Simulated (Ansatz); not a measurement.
# C2H3ClNSi: the cost of one run

Computed with Ansatz 0.2.0, Gaussian basis. Level: the settings change from run to run.

## 1. The geometry

An earlier PBE0-D4 in a triple-zeta def2 set relaxation fixed the geometry.

8 atoms, charge 0, spin multiplicity 2.

Atoms are counted from 1 here; the program's logs count them from 0.

Bond lengths: C1–Si2 1.857 Å, C1–H6 1.093 Å, C1–H7 1.091 Å, C1–H8 1.092 Å, Si2–Cl3 2.045 Å, Si2–C4 1.842 Å, C4–N5 1.154 Å. Angles: Si2–C1–H6 109.8°, Si2–C1–H7 110.5°, Si2–C1–H8 109.7°, H6–C1–H7 109.0°, H6–C1–H8 108.9°, H7–C1–H8 109.0°, C1–Si2–Cl3 112.0°, C1–Si2–C4 109.8°, Cl3–Si2–C4 107.5°, Si2–C4–N5 174.6°.

Coordinates:

```
C    -0.71088   -0.54476    0.78257
Si    0.59876    0.64816    0.22539
Cl    2.48316   -0.09279    0.51283
C     0.40572    0.98934   -1.57444
N     0.24166    1.29835   -2.67435
H    -0.60057   -1.49150    0.24679
H    -0.62604   -0.73178    1.85402
H    -1.69971   -0.13201    0.57140
```

## 2. BLYP/6-31G*

Options: coordinates scaled by 0.96, high accuracy.

in.yaml reads:

```yaml
crystal:
  periodic: [false, false, false]
  atoms:
    - {symbol: C, position_ang: [-0.682444, -0.522972, 0.751263]}
    - {symbol: Si, position_ang: [0.574814, 0.622238, 0.216371]}
    - {symbol: Cl, position_ang: [2.383836, -0.089081, 0.492315]}
    - {symbol: C, position_ang: [0.389487, 0.949762, -1.511464]}
    - {symbol: N, position_ang: [0.231990, 1.246418, -2.567371]}
    - {symbol: H, position_ang: [-0.576544, -1.431843, 0.236917]}
    - {symbol: H, position_ang: [-0.601002, -0.702512, 1.779860]}
    - {symbol: H, position_ang: [-1.631722, -0.126730, 0.548541]}
basis:
  gaussian: {orbitals: "6-31G*"}
magnetization: {spin_polarized: true, initial_magnetization: 1}
hamiltonian: {xc: {name: BLYP}}
accuracy: high
output: {forces: true}
```

Run with:

```sh
$ ansatz run in.yaml --threads 4 --pin off --events-out ev --progress --plain --max-ram 10444MiB
```

Q: Estimate wall time and peak memory on 4 threads of Arm Neoverse V1, shared host.

About 4.3 s, with a peak of 0.29 GiB.
